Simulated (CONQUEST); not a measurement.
The system is ScSi2.

```
Sc Si
1.0
     3.66000    0.00000    0.00000
     0.00000    3.87000    0.00000
     0.00000    0.00000    6.33931
Sc Si
2 4
Direct
  0.00000 0.00000 0.00000
  0.50000 0.00000 0.50000
  0.00000 0.50000 0.33333
  0.50000 0.50000 0.83333
  0.00000 0.50000 0.66667
  0.50000 0.50000 0.16667
```

- Program: CONQUEST 1.3
- Task: single point
- Functional: PBE
- Potentials or basis: PseudoDojo NC PBE, DZP, grid cutoff 150 Ha
- k mesh: 7 × 7 × 4
- Occupations: fermi-dirac, width 0.05 eV
- Spin: no spin polarisation

On this cell: pressure 26.1 GPa; largest force 0.015 eV/Å; band gap on the k mesh none (metal or under the smearing width).

The same run follows on a disturbed copy (atoms moved at random, drawn with an rms of 0.05 Å):

```
Sc Si
1.0
     3.66000    0.00000    0.00000
     0.00000    3.87000    0.00000
     0.00000    0.00000    6.33931
Sc Si
2 4
Direct
  0.00292 0.98772 0.99990
  0.50292 0.98772 0.49990
  0.00915 0.50953 0.33729
  0.50915 0.50953 0.83729
  0.01276 0.50000 0.66161
  0.51276 0.50000 0.16161
```

Problem. What changes?

Solution. The energy (extrapolated to zero smearing) moves by +22.8 meV/atom; pressure 26.9 GPa; largest force 1.680 eV/Å; band gap on the k mesh none (metal or under the smearing width).

Forces in eV/Å, atoms in the order of the input:
```
Sc   0.145  0.662 -0.014
Sc   0.145  0.662 -0.014
Si   0.214 -0.261 -1.583
Si   0.214 -0.261 -1.583
Si  -0.357 -0.399  1.593
Si  -0.357 -0.399  1.593
```

Stress tensor (GPa, compression positive):
```
32.69  0.23  1.20
 0.23  2.48 -0.15
 1.20 -0.15 45.48
```

Caveats: the box holds several primitive cells, so bands are folded and the points are those of the box's own zone; the basis of atomic orbitals isn't converged, which shifts pressures, moduli and gaps; so large a pressure means that the cell lies far from this level's equilibrium, or that cutoff or potentials fall short (some runs).
